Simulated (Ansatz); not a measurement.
Molecular dynamics of MoS2

input.yaml

```yaml
crystal:
  lattice:
    - [-3.171, -1.830778, 6.114997]
    - [3.171, -1.830778, 6.114997]
    - [0.0, 3.661555, 6.114997]
  atoms:
    - { symbol: Mo, position: [-0.0747211, 0.11432427, -0.04423008] }
    - { symbol: S, position: [0.81547412, 0.89749641, 0.62944462] }
    - { symbol: S, position: [0.39231151, 0.24979266, 0.13302132] }
    - { symbol: Mo, position: [0.40945705, 0.66651608, 0.01204218] }
    - { symbol: S, position: [0.25207694, 0.30262308, 0.76642125] }
    - { symbol: S, position: [0.78355338, 0.77517172, 0.12725323] }
    - { symbol: Mo, position: [0.52619083, 0.19355958, 0.41085209] }
    - { symbol: S, position: [0.24033338, 0.91634416, 0.21987065] }
    - { symbol: S, position: [0.80208543, 0.31366786, 0.6518016] }
    - { symbol: Mo, position: [-0.03903219, 0.59019849, 0.41441152] }
    - { symbol: S, position: [0.83765786, 0.35344657, 0.19762952] }
    - { symbol: S, position: [0.26803893, 0.94894656, 0.64277539] }
basis:
  ecutwfc: 420.0
kpoints:
  mp_grid: { grid: [3, 3, 3] }
hamiltonian:
  xc: lda
  pseudopotentials: { kind: paw, azcp: { folder: soft_1 } }
scf:
  occupations: { method: fermi_dirac, width: 0.36 }
  lower_state_search: "off"
md:
  timestep: 1.5
  n_steps: 309
  ensemble: nvt_langevin
  temperature: 3360.0
  initial_velocities: maxwell_boltzmann
  seed: 985666
  friction: 0.02
  temperature_schedule:
    - { n_steps: 232, end_temperature: 300.0 }
    - { n_steps: 77, end_temperature: 300.0 }
```

Launched with:

```bash
$ ansatz run input.yaml --threads 2 --pin off --max-ram 5120MiB --backend cpu --events-out ev --progress --plain --runs-dir out
```

It goes on from the last frame of an earlier run, with new velocities.

Output, in part (step lines):

```
md step     0: t =     0.00 fs  T =  3080.0 K (target 3360.0 K)  F+E_penalty+E_count = -26328.60680719 eV  E_kin = 4.777450 eV  (10 SCF iters)
md step     1: t =     1.50 fs  T =  3103.4 K (target 3353.4 K)  F+E_penalty+E_count = -26328.43037911 eV  E_kin = 4.813734 eV  (7 SCF iters)
md step     2: t =     3.00 fs  T =  2540.9 K (target 3340.2 K)  F+E_penalty+E_count = -26328.30103414 eV  E_kin = 3.941180 eV  (7 SCF iters)
md step     3: t =     4.50 fs  T =  2027.5 K (target 3327.0 K)  F+E_penalty+E_count = -26328.22554855 eV  E_kin = 3.144915 eV  (7 SCF iters)
md step     4: t =     6.00 fs  T =  1961.7 K (target 3313.8 K)  F+E_penalty+E_count = -26328.20293515 eV  E_kin = 3.042791 eV  (7 SCF iters)
md step     5: t =     7.50 fs  T =  1913.5 K (target 3300.6 K)  F+E_penalty+E_count = -26328.22014667 eV  E_kin = 2.967999 eV  (6 SCF iters)
md step     6: t =     9.00 fs  T =  2249.4 K (target 3287.5 K)  F+E_penalty+E_count = -26328.27864724 eV  E_kin = 3.489099 eV  (6 SCF iters)
md step     7: t =    10.50 fs  T =  2202.1 K (target 3274.3 K)  F+E_penalty+E_count = -26328.37423612 eV  E_kin = 3.415658 eV  (5 SCF iters)
[... lines left out ...]
md step   307: t =   460.50 fs  T =   417.1 K (target 300.0 K)  F+E_penalty+E_count = -26337.58673649 eV  E_kin = 0.646935 eV  (5 SCF iters)
md step   308: t =   462.00 fs  T =   435.4 K (target 300.0 K)  F+E_penalty+E_count = -26337.56164765 eV  E_kin = 0.675414 eV  (4 SCF iters)
md step   309: t =   463.50 fs  T =   410.2 K (target 300.0 K)  F+E_penalty+E_count = -26337.53269538 eV  E_kin = 0.636319 eV  (7 SCF iters)
```

The steps, from the saved trajectory:

```tsv
time (fs)	T (K)	potential energy less start (eV)
0	3080	0.000
15	2820	-0.181
30	3565	-2.827
45	4093	-4.319
60	4113	-4.004
75	3976	-5.912
90	2966	-5.739
105	2066	-5.122
120	2442	-5.046
135	2340	-4.761
150	2489	-4.818
165	1435	-4.851
180	1883	-5.148
195	1151	-4.372
210	1561	-5.350
225	1902	-5.840
240	1897	-5.957
255	1973	-7.008
270	1703	-7.034
285	1064	-6.594
300	1038	-6.898
315	1329	-7.690
330	1235	-7.983
345	805	-7.962
360	664	-8.167
375	801	-8.677
390	599	-8.715
405	514	-8.697
420	463	-8.744
435	512	-8.948
450	550	-9.049
```

The run went to its last step. The schedule's set-point averaged 556 K over the second half and the system 997 K, so it lags behind the ramp. A run of 0.46 ps of so small a system gives no equilibrium averages. Limits of this set-up: coarse k mesh, PAW files made for another functional.

Mean squared displacements from the first frame to the last, about the centre of mass: Mo 0.32 Å², S 0.40 Å².

Last frame:

```xyz
12
Lattice="-3.1710 -1.8308 6.1150 3.1710 -1.8308 6.1150 0.0000 3.6616 6.1150" Properties=species:S:1:pos:R:3
Mo 0.322 -0.693 0.118
S 0.188 -0.643 13.673
S 0.187 -0.515 4.444
Mo -0.028 -2.412 6.182
S 0.165 1.097 7.896
S 0.088 -2.427 10.777
Mo -1.232 0.156 6.193
S 1.722 -1.579 7.590
S -1.449 0.471 10.576
Mo 1.602 0.486 6.134
S -1.491 -1.480 7.851
S 1.859 0.258 10.893
```

The run took 42 min on 2 threads of Arm Neoverse V1, with other jobs on the host, peak memory 0.71 GiB.
